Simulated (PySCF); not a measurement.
# HfOF2: structure of the singlet

The task is one start of a wider search on HfOF2: the singlet, from a trigonal pyramidal start. It is relaxed, tested by its Hessian and followed downhill if it is a saddle.

Computed with PySCF 2.14.0. Level: PBE0, basis Hf def2-TZVP with ECP60, O def2-TZVP, F def2-TZVP, scalar-relativistic core potentials, no spin–orbit coupling, density fitting.

### Step 1. The system as given

4 atoms, charge 0, spin multiplicity 1.

Bond lengths: Hf1–O2 1.850 Å, Hf1–F3 2.160 Å, Hf1–F4 2.160 Å. Angles: O2–Hf1–F3 99.8°, O2–Hf1–F4 99.8°, F3–Hf1–F4 99.8°.

Coordinates in bohr (charge 0 multiplicity 1):
```
Hf   -0.4246    0.0757    0.0000
O     0.0000   -3.3943    0.0000
F     2.0107    1.0703   -3.1212
F     2.0107    1.0703    3.1212
```

### Step 2. The SCF at the typed geometry

The steps below are one call of a driver around PySCF. For each, scf.py gives the equivalent set-up of the SCF; relaxations use the driver's own optimiser. After this first run the driver tries any further starts and a stability analysis.

File scf.py:

```python
from pyscf import gto, scf, dft
mol = gto.M(atom='''
Hf    -0.224680     0.040070     0.000000
O     -0.000000    -1.796210    -0.000010
F      1.064030     0.566370    -1.651680
F      1.064030     0.566380     1.651690''',
    basis={'Hf': 'def2-TZVP', 'O': 'def2-TZVP', 'F': 'def2-TZVP'},
    ecp={'Hf': 'def2-TZVP'},
    charge=0, spin=0)
mf = dft.RKS(mol, xc='PBE0')
mf.grids.atom_grid = (50, 194)
aux = {'Hf': 'def2-universal-JKFIT', 'O': 'def2-universal-JKFIT', 'F': 'def2-universal-JKFIT'}
mf = mf.density_fit(auxbasis=aux)
mf.conv_tol = 1e-08
mf.diis_space = 10
mf.max_cycle = 60
mf.init_guess = 'minao'
mf.verbose = 4
mf.kernel()
```

The run is started by

```sh
$ OMP_NUM_THREADS=4 python axn.py task.json out
```

What it wrote:

```text
init E= -303.784185042762
  HOMO = -0.584229830831501  LUMO = -0.287421496732961  gap/eV = 8.07657
cycle= 1 E= -322.486759575325  delta_E= -18.7  |g|= 1.42  |ddm|= 6.49
  HOMO = -0.162844491257304  LUMO = -0.153498700857272  gap/eV = 0.25431
cycle= 2 E= -313.787978327045  delta_E=  8.7  |g|= 5.42  |ddm|= 3.75
  HOMO = -0.30411458239693  LUMO = -0.104759874991128  gap/eV = 5.42472
cycle= 3 E= -322.831838741173  delta_E= -9.04  |g|= 0.511  |ddm|= 3.48
  HOMO = -0.271179901843541  LUMO = -0.166774433390835  gap/eV = 2.84102
cycle= 4 E= -322.68676574963  delta_E= 0.145  |g|= 1.02  |ddm|= 0.773
  HOMO = -0.319739408592761  LUMO = -0.163018773553688  gap/eV = 4.26459
cycle= 5 E= -322.885000574232  delta_E= -0.198  |g|= 0.153  |ddm|= 0.423
  HOMO = -0.31006462816341  LUMO = -0.151409925091365  gap/eV = 4.31721
cycle= 6 E= -322.887467785182  delta_E= -0.00247  |g|= 0.118  |ddm|= 0.0842
  HOMO = -0.32056280346741  LUMO = -0.150170967538436  gap/eV = 4.63660
cycle= 7 E= -322.890247463764  delta_E= -0.00278  |g|= 0.0118  |ddm|= 0.0527
  HOMO = -0.321069846238054  LUMO = -0.150004250762255  gap/eV = 4.65493
cycle= 8 E= -322.890275147408  delta_E= -2.77e-05  |g|= 0.00221  |ddm|= 0.00763
  HOMO = -0.321090910057975  LUMO = -0.150055146921478  gap/eV = 4.65412
cycle= 9 E= -322.890276091958  delta_E= -9.45e-07  |g|= 0.000351  |ddm|= 0.00121
  HOMO = -0.321061093896241  LUMO = -0.150055586264646  gap/eV = 4.65330
cycle= 10 E= -322.89027611911  delta_E= -2.72e-08  |g|= 5.06e-05  |ddm|= 0.000207
  HOMO = -0.321056600962018  LUMO = -0.150054157034255  gap/eV = 4.65321
cycle= 11 E= -322.890276119615  delta_E= -5.05e-10  |g|= 3.66e-05  |ddm|= 5.89e-05
  HOMO = -0.321055616486346  LUMO = -0.150054945537942  gap/eV = 4.65317
Extra cycle  E= -322.890276118954  delta_E= 6.61e-10  |g|= 7.53e-05  |ddm|= 5.16e-05
converged SCF energy = -322.890276118954
```

This step, with its further starts and checks, took 10 s on 4 threads of Intel Xeon Platinum 8259CL at 2.50GHz (Skylake/Cascade Lake), shared host.

Energies from each starting density:

| start | energy (Eh) |
| --- | --- |
| the minimal-basis guess | -322.890276 |
| a thermally smeared density | -322.890276 |
| a smeared PBE density | -322.890276 |

The test of internal stability and the other starts found no lower closed-shell solution.

### Step 3. Trigonal pyramidal start, singlet: relaxation

The program finds Cs symmetry in the start, which this walk keeps. The walk stops when the largest gradient is under 0.0003 Eh/bohr and the energy has settled too.

scf.py, as its differences from that of step 2:

```diff
@@ -3,4 +3,4 @@
-Hf    -0.224680     0.040070     0.000000
-O     -0.000000    -1.796210    -0.000010
-F      1.064030     0.566370    -1.651680
-F      1.064030     0.566380     1.651690''',
+Hf    -0.224677     0.040067    -0.000000
+O      0.000003    -1.796213    -0.000001
+F      1.064035     0.566373    -1.651683
+F      1.064031     0.566371     1.651687''',
@@ -17 +16,0 @@
-mf.init_guess = 'minao'
```

Energy and gradient, step by step:

| step | energy (Eh) | change (kJ/mol) | largest symmetric gradient (Eh/bohr) |
| --- | --- | --- | --- |
| 0 | -322.890276 | 0.00 | 0.12908 |
| 1 | -322.944321 | -141.89 | 0.05015 |
| 2 | -322.950378 | -157.80 | 0.01837 |
| 3 | -322.952105 | -162.33 | 0.01195 |
| 4 | -322.952364 | -163.01 | 0.00419 |
| 5 | -322.952534 | -163.46 | 0.00082 |
| 6 | -322.952589 | -163.60 | 0.00038 |
| 7 | -322.952592 | -163.61 | 0.00013 |
| 8 | -322.952592 | -163.61 | 0.00001 |

The walk took 28 s.

After 8 steps and 163.6 kJ/mol it ends at Cs: Hf–F 1.929 Å (×2), Hf–O 1.754 Å; F–Hf–F 117.3°, F–Hf–O 110.8° (×2).

### Step 4. Frequencies

On the finer grid the gradient is checked again; gradients at displacements of ±0.02 bohr then give force constants and infrared intensities.

scf.py, as its differences from that of step 3:

```diff
@@ -3,4 +3,4 @@
-Hf    -0.224677     0.040067    -0.000000
-O      0.000003    -1.796213    -0.000001
-F      1.064035     0.566373    -1.651683
-F      1.064031     0.566371     1.651687''',
+Hf    -0.123543     0.024183    -0.000000
+O     -0.331057    -1.717217    -0.000001
+F      0.696141     0.612743    -1.642797
+F      0.696137     0.612741     1.642799''',
@@ -11 +11 @@
-mf.grids.atom_grid = (50, 194)
+mf.grids.atom_grid = (75, 302)
@@ -14 +14 @@
-mf.conv_tol = 1e-08
+mf.conv_tol = 1e-10
```

This SCF starts from the last density.

SCF at the final geometry:

```text
init E= -322.952768028293
  HOMO = -0.313664883846217  LUMO = -0.125427065955517  gap/eV = 5.12221
cycle= 1 E= -322.952768028265  delta_E= 2.81e-11  |g|= 1.5e-05  |ddm|= 9.65e-06
  HOMO = -0.31366257591311  LUMO = -0.125426689335452  gap/eV = 5.12216
cycle= 2 E= -322.95276802816  delta_E= 1.06e-10  |g|= 2.97e-05  |ddm|= 1.87e-05
  HOMO = -0.313664585876977  LUMO = -0.125426799313399  gap/eV = 5.12221
cycle= 3 E= -322.952768028299  delta_E= -1.39e-10  |g|= 4.67e-06  |ddm|= 1.32e-05
  HOMO = -0.313664227286863  LUMO = -0.125426900241049  gap/eV = 5.12220
cycle= 4 E= -322.952768028301  delta_E= -1.65e-12  |g|= 3.92e-08  |ddm|= 2.14e-06
  HOMO = -0.313664234997141  LUMO = -0.125426898905506  gap/eV = 5.12220
Extra cycle  E= -322.952768028303  delta_E= -1.99e-12  |g|= 5.61e-08  |ddm|= 4.85e-08
converged SCF energy = -322.952768028303
```

The whole step took 81 s.

Geometry: Cs; Hf–F 1.928 Å (×2), Hf–O 1.754 Å; F–Hf–F 116.9°, F–Hf–O 110.7° (×2).

Modes, for the most abundant isotopes:

| symmetry | ω (cm⁻¹) | IR (km/mol) | type |
| --- | --- | --- | --- |
| a' | 103 | 59.9 | bend |
| a' | 180 | 13.7 | bend |
| a'' | 237 | 14.1 | bend |
| a'' | 621 | 167 | stretch |
| a' | 625 | 87.1 | stretch |
| a' | 945 | 155 | stretch |

Every mode is real; the point is a minimum.

Properties at this point:

```
Dipole moment                                                   : 5.22 D
Highest occupied level                                          : -8.54 eV
Lowest empty level                                              : -3.41 eV
Rotational constants                                            : 0.1996, 0.1487, 0.09569 cm⁻¹
Zero-point energy                                               : 16.2 kJ/mol
Principal polarisabilities                                      : 23.1, 32.1, 41.0 bohr³
Atomisation energy without zero-point energy                    : 1941 kJ/mol
Principal traceless quadrupole moments about the centre of mass : -8.20, -6.01, 14.21 D Å
Entropy at 298.15 K and 1 bar                                   : 320.5 J/(mol K)
Heat capacity Cp at 298.15 K                                    : 66.8 J/(mol K)
Enthalpy at 298.15 K above 0 K                                  : 15.61 kJ/mol
Rotational symmetry number                                      : 1
```

Charges (e) and bond orders:

```tsv
atom	Mulliken	Löwdin	polar tensor	Mayer order to Hf1
Hf1	1.50	0.90	2.44	–
O2	-0.59	-0.36	-0.97	2.12
F3,4	-0.46	-0.27	-0.73	0.92
```

Mulliken populations on Hf1 (outside its core potential): s 2.19, p 6.24, d 1.90, f 0.17.

### Step 5. Stability of the closed shell

At the lowest minimum the closed shell is tested against spin polarisation, on the (50, 194) grid. It is stable.

### Step 6. What came out

| quantity | value |
| --- | --- |
| minimum | singlet, Cs |
| geometry | Hf–F 1.928 Å (×2), Hf–O 1.754 Å; F–Hf–F 116.9°, F–Hf–O 110.7° (×2) |
| wavenumbers (cm⁻¹) | 103 (a'), 180 (a'), 237 (a''), 621 (a''), 625 (a'), 945 (a') |
| dipole moment | 5.22 D |
| highest occupied, lowest empty level | -8.54, -3.41 eV |
| polar-tensor charge of Hf1 | +2.44 e |
| zero-point energy | 16.2 kJ/mol |
| entropy at 298.15 K | 320.5 J/(mol K) |
| atomisation energy (no zero-point energy) | 1941 kJ/mol |

What this shows: The molecule stays Cs, as typed, and the end point is a minimum. The strongest infrared band lies at 621 cm⁻¹ (a'', stretch). With 5.2 D the molecule is strongly polar. Other starts or spin states, not run here, may lie lower. With an element this heavy the missing spin–orbit coupling can shift these numbers.

The search up to here took 2 min on 4 threads of Intel Xeon Platinum 8259CL at 2.50GHz (Skylake/Cascade Lake), shared host.
